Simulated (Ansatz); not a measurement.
# Al2Cu: the cost of one run

Method: DFT LDA, scalar-relativistic, plane waves, PAW, in Ansatz 0.2.0.

16 further runs of the same task are left out: 16 set aside as unsound or not needed.

### 1 The structure to begin with

The structure is tetragonal, space group P4/mmm (No. 123). The conventional cell has a = 4.042 Å, b = 4.042 Å, c = 2.821 Å, α = 90.00°, β = 90.00°, γ = 90.00°. Al (site symmetry mmm) is surrounded by 4 Cu at 2.46 Å and 6 Al at 2.82 to 2.86 Å. Cu (site symmetry 4/mmm) has 8 Al at 2.46 Å and 2 Cu at 2.82 Å as nearest neighbours.

Structure file:

```
Al Cu
1.0
     4.04226    0.00000    0.00000
     0.00000    4.04226    0.00000
     0.00000    0.00000    2.82138
Al Cu
2 1
Direct
  0.50000 0.00000 0.50000
  0.00000 0.50000 0.50000
  0.00000 0.00000 0.00000
```

It goes back to an entry of the Materials Project, which need not be the stable form.

It is the result of an earlier relaxation at this level (volume 15.37 Å³/atom; gap on the mesh: none (metal)).

### 2 Plan of the line

The energy is mapped over the lattice constants a and c of the conventional cell.

- lattice constant a (and b): 7 values from 3.759 to 4.325 Å
- lattice constant c: 7 values from 2.596 to 3.047 Å

Nothing else is relaxed (symmetry fixes all fractional coordinates). Energies count from the relaxed crystal. Points are written as (first, second).

### 3 The run at (3.759 Å, 2.596 Å)

Contents of input.yaml:

```yaml
crystal:
  lattice:
    - [3.7593, 0.0, 0.0]
    - [0.0, 3.7593, 0.0]
    - [0.0, 0.0, 2.5957]
  atoms:
    - { symbol: Al, position: [0.5, 0.0, 0.5] }
    - { symbol: Al, position: [0.0, 0.5, 0.5] }
    - { symbol: Cu, position: [0.0, 0.0, 0.0] }
basis:
  ecutwfc: 520.0
kpoints:
  mp_grid: { grid: [10, 10, 14] }
hamiltonian:
  xc: lda
  pseudopotentials: { kind: paw, azcp: { folder: soft_1 } }
scf:
  occupations: { method: gaussian, width: 0.15 }
output:
  forces: true
  stress: true
  eigenvalues: true
```

The run is started by

```
ansatz run input.yaml --threads 2 --pin off --max-ram 4096MiB --backend cpu --events-out ev --progress --plain --runs-dir out
```

What time and memory should one allow on 2 threads of Arm Neoverse N1, shared host?

About 9.2 s, with a peak of 0.38 GiB.
